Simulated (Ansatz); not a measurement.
# Cl2FGaH2O: the cost of one run

Method: RKS PBE/def2-SVP, in Ansatz 0.2.0.

### 1 The structure to begin with

Bond lengths: Ga1–O2 2.195 Å, Ga1–Cl3 2.065 Å, Ga1–Cl4 2.077 Å, Ga1–F6 2.127 Å, O2–H7 0.958 Å. Angles: Ga1–O2–H7 121.4°, O2–Ga1–Cl3 106.7°, O2–Ga1–Cl4 110.6°, O2–Ga1–F6 67.4°, Cl3–Ga1–Cl4 135.7°, Cl3–Ga1–F6 108.7°, Cl4–Ga1–F6 107.1°.

Structure file:

```xyz
7

Ga   -0.8722    0.2980   -0.1513
O     1.2769   -0.0134   -0.4725
Cl   -1.8331   -0.4187   -1.8322
Cl   -1.1924    1.8430    1.1996
H     0.8023   -0.8816    0.3273
F    -0.1121   -1.3525    0.9551
H     1.9306    0.5252   -0.0259
```

### 2 A restrained relaxation towards end A

Springs on the bonds that form and break draw the guess towards this end; the thresholds are loose.

File input.yaml:

```yaml
crystal:
  periodic: [false, false, false]
  atoms:
    - { symbol: Ga, position_ang: [-0.8722, 0.298, -0.1513] }
    - { symbol: O, position_ang: [1.2769, -0.0134, -0.4725] }
    - { symbol: Cl, position_ang: [-1.8331, -0.4187, -1.8322] }
    - { symbol: Cl, position_ang: [-1.1924, 1.843, 1.1996] }
    - { symbol: H, position_ang: [0.8023, -0.8816, 0.3273] }
    - { symbol: F, position_ang: [-0.1121, -1.3525, 0.9551] }
    - { symbol: H, position_ang: [1.9306, 0.5252, -0.0259] }
basis:
  gaussian: { orbitals: def2-SVP }
hamiltonian:
  xc: pbe
relax:
  f_tol: 0.15
  max_steps: 25
  restrain:
    - { distance: [0, 5], at: 3.09, k: 30.0 }
    - { distance: [4, 1], at: 2.27, k: 30.0 }
    - { distance: [0, 1], at: 1.88, k: 30.0 }
    - { distance: [4, 5], at: 0.88, k: 30.0 }
output:
  orbitals: {}
```

Command:

```bash
$ ansatz run input.yaml --threads 2 --pin off --max-ram 3072MiB --backend cpu --events-out ev --progress --plain --runs-dir out
```

What time and memory should one allow on 2 threads of Arm Neoverse V1, shared host?

About 18 s, with a peak of 0.15 GiB.
